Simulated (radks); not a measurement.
**Polarisabilities and dispersion coefficients of Ni, Cu⁺, Zn²⁺ and others**

Aim: static dipole polarisabilities and C6 coefficients, each species in its NIST ground configuration. After each ground state the linear response is solved; its values go to the run's result record, not to the log. Response by self-consistent Sternheimer equations with the Hartree and adiabatic LDA kernel.

The numbers are computed with radks (a radial shooting solver on a logarithmic mesh, Libxc functionals) version 1 (non-relativistic Kohn-Sham, LDA (Slater exchange, VWN5 correlation), spin-unpolarised, spherical densities, point nucleus), except any that are marked as measured or tabulated.

## Step 1: Starting point

```
species : Ni ([Ar] 3d8 4s2), Cu⁺ ([Ar] 3d10), Zn²⁺ ([Ar] 3d10), Ga³⁺ ([Ar] 3d10), Ge⁴⁺ ([Ar] 3d10), As⁵⁺ ([Ar] 3d10), Se⁶⁺ ([Ar] 3d10), Br⁷⁺ ([Ar] 3d10), Kr⁸⁺ ([Ar] 3d10)
```

In the logs a row gives level, spin channel, occupation and eigenvalue; Etot, Ekin, Encl (electron-nucleus), Eh (Hartree) and Exc are energies, all in hartree; err is the last residual, it the number of iterations.

## Step 2: Ni, [Ar] 3d8 4s2

Input:

```text
Z 28
configuration [Ar] 3d8 4s2
relativity non-relativistic
functional lda,vwn5
spin unpolarised
nucleus point
response adiabatic LDA kernel
```

What it wrote:

```text
1s      1   2.0000        -297.87082434
2s      1   2.0000         -35.31211191
2p      1   6.0000         -30.86802751
3s      1   2.0000          -3.95071696
3p      1   6.0000          -2.59415764
3d      1   8.0000          -0.34869860
4s      1   2.0000          -0.21076452
Etot -1505.5801967047016
Ekin 1503.8733320765523
Encl -3596.066045050454
Eh 646.8333018668179
Exc -60.2207855976181
err 2.6333885192172007e-09
it 14
```

Highest occupied level: 4s at -5.735 eV. The response step gives α = 45.93 bohr³ (83.31 without the induced potential) and C6 = 363.9 hartree bohr⁶.

Sizes of the orbitals, from the radial functions (bohr):

```tsv
level	occupation	energy (eV)	<r>	outermost maximum (interpolated)	90 % within	nodes
1s	2	-8105.5	0.05492	0.0362	0.0978	0
2s	2	-960.89	0.2488	0.208	0.385	1
2p	6	-839.96	0.2169	0.166	0.355	0
3s	2	-107.50	0.7513	0.648	1.13	2
3p	6	-70.591	0.7836	0.650	1.21	1
3d	8	-9.489	1.004	0.625	1.77	0
4s	2	-5.735	2.823	2.25	4.35	3
```

Radial density 4πr²ρ:

```tsv
r (bohr)	4πr²ρ (e/bohr)
0.00206	0.7054
0.00309	1.505
0.00465	3.120
0.00699	6.189
0.0105	11.50
0.0159	19.54
0.0240	28.39
0.0361	33.55
0.0542	31.02
0.0815	26.68
0.123	32.35
0.184	37.92
0.277	24.87
0.417	16.18
0.627	20.35
0.943	13.18
1.43	4.276
2.15	1.604
3.23	0.6610
4.86	0.1337
7.31	0.007673
```

## Step 3: Cu⁺, [Ar] 3d10

Input: that of step 2 with these lines changed.

```diff
@@ -1,3 +1,3 @@
-Z 28
-configuration [Ar] 3d8 4s2
+Z 29
+configuration [Ar] 3d10
 relativity non-relativistic
```

What it wrote:

```text
1s      1   2.0000        -321.10486551
2s      1   2.0000         -38.44841312
2p      1   6.0000         -33.78921121
3s      1   2.0000          -4.37397926
3p      1   6.0000          -2.92661556
3d      1  10.0000          -0.51829862
Etot -1637.4851399428724
Ekin 1635.699596875026
Encl -3913.938365759515
Eh 704.9594299623711
Exc -64.20580102075431
err 4.0209603291305e-09
it 17
```

Highest occupied level: 3d at -14.104 eV. The response step gives α = 7.887 bohr³ (10.67 without the induced potential) and C6 = 26.73 hartree bohr⁶.

## Step 4: Zn²⁺, [Ar] 3d10

Input: that of step 3 with these lines changed.

```diff
@@ -1,2 +1,2 @@
-Z 29
+Z 30
 configuration [Ar] 3d10
```

What it wrote:

```text
1s      1   2.0000        -345.73789543
2s      1   2.0000         -42.28142135
2p      1   6.0000         -37.40049200
3s      1   2.0000          -5.33674220
3p      1   6.0000          -3.78649824
3d      1  10.0000          -1.15598374
Etot -1775.5319701527214
Ekin 1773.6940207625507
Encl -4233.61421585847
Eh 752.0940227941762
Exc -67.7057978509786
err 2.149050425212007e-09
it 16
```

Highest occupied level: 3d at -31.456 eV. The response step gives α = 2.896 bohr³ (3.674 without the induced potential) and C6 = 7.779 hartree bohr⁶.

## Step 5: Ga³⁺, [Ar] 3d10

Input: that of step 4 with these lines changed.

```diff
@@ -1,2 +1,2 @@
-Z 30
+Z 31
 configuration [Ar] 3d10
```

What it wrote:

```text
1s      1   2.0000        -371.41919189
2s      1   2.0000         -46.42382392
2p      1   6.0000         -41.31877387
3s      1   2.0000          -6.47305485
3p      1   6.0000          -4.81553419
3d      1  10.0000          -1.95592463
Etot -1919.7110990525248
Ekin 1917.826474256657
Encl -4564.192771997744
Eh 797.8008828695196
Exc -71.14568418095764
err 8.956785486395625e-10
it 16
```

Highest occupied level: 3d at -53.223 eV. The response step gives α = 1.444 bohr³ (1.771 without the induced potential) and C6 = 3.225 hartree bohr⁶.

## Step 6: Ge⁴⁺, [Ar] 3d10

Input: that of step 5 with these lines changed.

```diff
@@ -1,2 +1,2 @@
-Z 31
+Z 32
 configuration [Ar] 3d10
```

What it wrote:

```text
1s      1   2.0000        -398.13069894
2s      1   2.0000         -50.85566649
2p      1   6.0000         -45.52444652
3s      1   2.0000          -7.75997270
3p      1   6.0000          -5.99176684
3d      1  10.0000          -2.89986522
Etot -2069.9868437536243
Ekin 2068.0596000482483
Encl -4906.105431110122
Eh 842.6042373875343
Exc -74.54525007928552
err 3.1266872225240963e-09
it 15
```

The top filled level is 3d, -78.909 eV. The response step gives α = 0.8473 bohr³ (1.019 without the induced potential) and C6 = 1.618 hartree bohr⁶.

## Step 7: As⁵⁺, [Ar] 3d10

Input: that of step 6 with these lines changed.

```diff
@@ -1,2 +1,2 @@
-Z 32
+Z 33
 configuration [Ar] 3d10
```

What it wrote:

```text
1s      1   2.0000        -425.86254855
2s      1   2.0000         -55.56550039
2p      1   6.0000         -50.00634152
3s      1   2.0000          -9.18477369
3p      1   6.0000          -7.30325776
3d      1  10.0000          -3.97760743
Etot -2226.3366518776447
Ekin 2224.369883927595
Encl -5259.583874282895
Eh 886.7939517053458
Exc -77.91661322769038
err 2.849755992418624e-10
it 15
```

The top filled level is 3d, -108.24 eV. The response step gives α = 0.5498 bohr³ (0.6520 without the induced potential) and C6 = 0.9134 hartree bohr⁶.

## Step 8: Se⁶⁺, [Ar] 3d10

Input: that of step 7 with these lines changed.

```diff
@@ -1,2 +1,2 @@
-Z 33
+Z 34
 configuration [Ar] 3d10
```

What it wrote:

```text
1s      1   2.0000        -454.60891357
2s      1   2.0000         -60.54627330
2p      1   6.0000         -54.75762972
3s      1   2.0000         -10.73985998
3p      1   6.0000          -8.74298914
3d      1  10.0000          -5.18299147
Etot -2388.7452974104094
Ekin 2386.74149354761
Encl -5624.762170105943
Eh 930.5427722664804
Exc -81.2673931185565
err 2.4012710638743357e-11
it 15
```

3d is the highest filled level (-141.04 eV). The response step gives α = 0.3815 bohr³ (0.4479 without the induced potential) and C6 = 0.5590 hartree bohr⁶.

## Step 9: Br⁷⁺, [Ar] 3d10

Input: that of step 8 with these lines changed.

```diff
@@ -1,2 +1,2 @@
-Z 34
+Z 35
 configuration [Ar] 3d10
```

What it wrote:

```text
1s      1   2.0000        -484.36612042
2s      1   2.0000         -65.79336288
2p      1   6.0000         -59.77386902
3s      1   2.0000         -12.42039736
3p      1   6.0000         -10.30655260
3d      1  10.0000          -6.51205273
Etot -2557.201949287847
Ekin 2555.1631858641126
Encl -6001.722961745262
Eh 973.9604011381291
Exc -84.60257454482681
err 6.704822569521788e-09
it 14
```

Highest occupied level: 3d at -177.20 eV. The response step gives α = 0.2777 bohr³ (0.3234 without the induced potential) and C6 = 0.3625 hartree bohr⁶.

## Step 10: Kr⁸⁺, [Ar] 3d10

Input: that of step 9 with these lines changed.

```diff
@@ -1,2 +1,2 @@
-Z 35
+Z 36
 configuration [Ar] 3d10
```

What it wrote:

```text
1s      1   2.0000        -515.13172141
2s      1   2.0000         -71.30357404
2p      1   6.0000         -65.05201300
3s      1   2.0000         -14.22314172
3p      1   6.0000         -11.99101979
3d      1  10.0000          -7.96210055
Etot -2731.698579173126
Ekin 2729.626635593706
Encl -6390.520033293752
Eh 1017.1203728171199
Exc -87.92555429019978
err 4.196148328108728e-09
it 14
```

The top filled level is 3d, -216.66 eV. The response step gives α = 0.2094 bohr³ (0.2424 without the induced potential) and C6 = 0.2457 hartree bohr⁶.

## Step 11: All runs together

```tsv
species	−ε(HOMO) (eV)	α (bohr³)	α uncoupled (bohr³)	C6 (hartree bohr⁶)	C8 (hartree bohr⁸)	recommended α (bohr³)
Ni	5.735	45.93	83.31	363.9	-	49
Cu⁺	14.104	7.887	10.67	26.73	570.7	-
Zn²⁺	31.456	2.896	3.674	7.779	94.59	-
Ga³⁺	53.223	1.444	1.771	3.225	27.27	-
Ge⁴⁺	78.909	0.8473	1.019	1.618	10.47	-
As⁵⁺	108.24	0.5498	0.6520	0.9134	4.780	-
Se⁶⁺	141.04	0.3815	0.4479	0.5590	2.447	-
Br⁷⁺	177.20	0.2777	0.3234	0.3625	1.359	-
Kr⁸⁺	216.66	0.2094	0.2424	0.2457	0.8025	-
```

What this shows: Uncoupled leaves out the potential induced by the response; C6 and C8 are for like pairs. Ni is the most polarisable and Kr⁸⁺ the least, a factor 219 apart. For the pair Ni–Kr⁸⁺ the Casimir-Polder integral gives C6 = 3.938, the rule 2·Ca·Cb/(Ca·αb/αa + Cb·αa/αb) on the like-pair values 3.219. Against the recommended values (Schwerdtfeger and Nagle, 2023 table) the misses are Ni -6 %. C8 is given only where no p, d or f shell is open. For heavy and open-shell atoms this level can miss by tens of per cent.
